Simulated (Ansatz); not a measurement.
# La2TaO2: the cost of one run

Method: DFT PBE, scalar-relativistic, plane waves, PAW, in Ansatz 0.2.0.

**1. The structure to begin with**

The structure is trigonal, space group P-3m1 (No. 164). The conventional cell has a = 3.893 Å, b = 3.893 Å, c = 6.462 Å, α = 90.00°, β = 90.00°, γ = 120.00°. La (site symmetry 3m) is surrounded by 4 O at 2.33 to 2.43 Å and 3 La at 2.65 Å. Ta (site symmetry -3m) has 6 O at 2.76 Å in its first shell of neighbours. O (site symmetry 3m) has 4 La at 2.33 to 2.43 Å and 3 Ta at 2.76 Å in its first shell of neighbours.

As a file:

```cif
data_structure
_symmetry_space_group_name_H-M 'P-3m1'
_symmetry_Int_Tables_number 164
_cell_length_a 3.8930
_cell_length_b 3.8930
_cell_length_c 6.4615
_cell_angle_alpha 90.000
_cell_angle_beta 90.000
_cell_angle_gamma 120.000
_cell_volume 84.81
loop_
_atom_site_label
_atom_site_type_symbol
_atom_site_symmetry_multiplicity
_atom_site_Wyckoff_symbol
_atom_site_fract_x
_atom_site_fract_y
_atom_site_fract_z
_atom_site_occupancy
La1 La 2 d 0.66667 0.33333 0.39100 1
Ta1 Ta 1 a 0.00000 0.00000 0.00000 1
O1 O 2 d 0.33333 0.66667 0.24900 1
```

The cell is invented: species swapped into a database cell of Li2MnO2 (P-3m1, No. 164), with La on the Li sites and Ta on the Mn sites. Lengths come from tabulated atomic sizes and are only a guess.

**2. A first look at the guess**

Input file input.yaml:

```yaml
crystal:
  lattice:
    - [3.89300675, 0.0, 0.0]
    - [-1.94650338, 3.37144275, 0.0]
    - [0.0, 0.0, 6.46153841]
  atoms:
    - { symbol: La, position: [0.66666667, 0.33333333, 0.391] }
    - { symbol: La, position: [0.33333333, 0.66666667, 0.609] }
    - { symbol: Ta, position: [0.0, 0.0, 0.0] }
    - { symbol: O, position: [0.33333333, 0.66666667, 0.249] }
    - { symbol: O, position: [0.66666667, 0.33333333, 0.751] }
basis:
  ecutwfc: 420
kpoints:
  mp_grid: { grid: [6, 6, 4] }
hamiltonian:
  xc: pbe
scf:
  occupations: { method: gaussian, width: 0.1 }
  lower_state_search: "off"
output:
  forces: true
  stress: true
  eigenvalues: true
```

Launch:

```sh
ansatz run input.yaml --threads 1 --pin off --max-ram 2560MiB --backend cpu --events-out ev --progress --plain --runs-dir out
```

Q: Estimate wall time and peak memory on 1 thread of AMD EPYC (Zen 3), shared host.

About 6 s, with a peak of 0.41 GiB.
